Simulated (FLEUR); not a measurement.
# GaGe (F-43m) in FLEUR: notebook, part 2 of 2

FLEUR MaX-R8.1 (later development tree). The steps go on from the part before.

### Step 3. Equation of state, r2SCAN, 22.87 Å³/atom (volume scaled by 0.94)

Changes to inp.xml since step 2:

```diff
@@ -6,3 +6,3 @@
    <calculationSetup>
-      <cutoffs Kmax="4.45" Gmax="13.8" GmaxXC="13.8" numbands="0"/>
+      <cutoffs Kmax="4.6" Gmax="14.3" GmaxXC="14.3" numbands="0"/>
       <scfLoop itmax="80" minDistance="0.0001" maxIterBroyd="30" imix="Anderson" alpha="0.05" precondParam="0.0" spinf="2.0" sdNocoIR="T"/>
@@ -27,3 +27,3 @@
       <xi:include xmlns:xi="http://www.w3.org/2001/XInclude" href="sym.xml"> </xi:include>
-      <bulkLattice scale="1.0">
+      <bulkLattice scale="0.9795861087">
          <bravaisMatrix>
@@ -37,3 +37,3 @@
       <species name="Germanium (Ge)" element="Ge" atomicNumber="32">
-         <mtSphere radius="2.2" gridPoints="727" logIncrement="0.017"/>
+         <mtSphere radius="2.13" gridPoints="727" logIncrement="0.017"/>
          <atomicCutoffs lmax="9" lnonsphr="9"/>
@@ -54,3 +54,3 @@
       <species name="Gallium (Ga)" element="Ga" atomicNumber="31">
-         <mtSphere radius="2.2" gridPoints="727" logIncrement="0.017"/>
+         <mtSphere radius="2.13" gridPoints="727" logIncrement="0.017"/>
          <atomicCutoffs lmax="9" lnonsphr="9"/>
```

Potentials or basis: all-electron, FLAPW.

On the command line:

```sh
> inpgen -f crystal.txt -profile fastHighL
> # inp.xml edited to the form shown
> fleur_MPI
```

Run time: 96 s. Hardware: 1 thread of Arm Neoverse V2, shared host; peak memory 0.08 GiB.

It converged, with:

* Free energy: -110030.6837 eV
* Band gap on the k mesh: none (metal or under the smearing width)
* Valence electrons inside the program's atomic spheres: Ge 19.89; Ga 19.14 (radii Ge 2.13, Ga 2.13 bohr)

Caveat: the meta-GGA is that of a development version, with a GGA for the radial functions and cores and without core tails.

### Step 4. Equation of state, r2SCAN, 23.36 Å³/atom (volume scaled by 0.96)

Changes to inp.xml since step 3:

```diff
@@ -27,3 +27,3 @@
       <xi:include xmlns:xi="http://www.w3.org/2001/XInclude" href="sym.xml"> </xi:include>
-      <bulkLattice scale="0.9795861087">
+      <bulkLattice scale="0.9864848297">
          <bravaisMatrix>
```

On the command line:

```sh
> inpgen -f crystal.txt -profile fastHighL
> # inp.xml edited to the form shown
> fleur_MPI
```

Wall time 1.8 min (1 thread of Arm Neoverse V2, shared host); peak memory 0.08 GiB.

Results (log left out):

```
Free energy                                           : -110030.6872 eV
Band gap on the k mesh                                : none (metal or under the smearing width)
Valence electrons inside the program's atomic spheres : Ge 19.87; Ga 19.12 (radii Ge 2.13, Ga 2.13 bohr)
```

Caveat: the meta-GGA is that of a development version, with a GGA for the radial functions and cores and without core tails.

### Step 5. Equation of state, r2SCAN, 24.33 Å³/atom

Changes to inp.xml since step 4:

```diff
@@ -27,3 +27,3 @@
       <xi:include xmlns:xi="http://www.w3.org/2001/XInclude" href="sym.xml"> </xi:include>
-      <bulkLattice scale="0.9864848297">
+      <bulkLattice scale="1.0000000000">
          <bravaisMatrix>
```

On the command line:

```sh
> inpgen -f crystal.txt -profile fastHighL
> # inp.xml edited to the form shown
> fleur_MPI
```

Run time: 2.2 min. Hardware: 1 thread of Arm Neoverse V2, shared host; peak memory 0.08 GiB.

It converged, with:

```
Free energy                                           : -110030.6735 eV
Band gap on the k mesh                                : none (metal or under the smearing width)
Valence electrons inside the program's atomic spheres : Ge 19.85; Ga 19.10 (radii Ge 2.13, Ga 2.13 bohr)
```

Caveat: the meta-GGA is that of a development version, with a GGA for the radial functions and cores and without core tails.

### Step 6. Equation of state, r2SCAN, 25.31 Å³/atom (volume scaled by 1.04)

Changes to inp.xml since step 5:

```diff
@@ -27,3 +27,3 @@
       <xi:include xmlns:xi="http://www.w3.org/2001/XInclude" href="sym.xml"> </xi:include>
-      <bulkLattice scale="1.0000000000">
+      <bulkLattice scale="1.0131594038">
          <bravaisMatrix>
```

Potentials or basis: all-electron, FLAPW.

On the command line:

```sh
> inpgen -f crystal.txt -profile fastHighL
> # inp.xml edited to the form shown
> fleur_MPI
```

It took 1.9 min on 1 thread of Arm Neoverse V2, shared host; peak memory 0.09 GiB.

Results (log left out):

| Property | Result |
| --- | --- |
| Free energy | -110030.6365 eV |
| Band gap on the k mesh | none (metal or under the smearing width) |
| Valence electrons inside the program's atomic spheres | Ge 19.82; Ga 19.07 (radii Ge 2.13, Ga 2.13 bohr) |

Caveat: the meta-GGA is that of a development version, with a GGA for the radial functions and cores and without core tails.

### Step 7. Equation of state, r2SCAN, 25.79 Å³/atom (volume scaled by 1.06)

Changes to inp.xml since step 6:

```diff
@@ -27,3 +27,3 @@
       <xi:include xmlns:xi="http://www.w3.org/2001/XInclude" href="sym.xml"> </xi:include>
-      <bulkLattice scale="1.0131594038">
+      <bulkLattice scale="1.0196128224">
          <bravaisMatrix>
```

On the command line:

```sh
> inpgen -f crystal.txt -profile fastHighL
> # inp.xml edited to the form shown
> fleur_MPI
```

Run time: 1.9 min. Hardware: 1 thread of Arm Neoverse V2, shared host; peak memory 0.09 GiB.

Results (log left out):

```yaml
Free_energy: -110030.6110 eV
Band_gap_on_the_k_mesh: none (metal or under the smearing width)
Valence_electrons_inside_the_program's_atomic_spheres: Ge 19.81; Ga 19.06 (radii Ge 2.13, Ga 2.13 bohr)
```

Caveat: the meta-GGA is that of a development version, with a GGA for the radial functions and cores and without core tails.

### Step 8. Equation of state, r2SCAN

No new run: the results of the series are fitted here.

Results:

```
Equilibrium volume : 23.35 Å³/atom
Bulk modulus       : 57 GPa
```

Energy against volume, from the lowest point:
| volume (Å³/atom) | energy (meV/atom) |
| --- | --- |
| 22.875 | 1.76 |
| 23.361 | 0.00 |
| 24.335 | 6.87 |
| 25.308 | 25.33 |
| 25.795 | 38.11 |

Caveat: the meta-GGA is that of a development version, with a GGA for the radial functions and cores and without core tails.
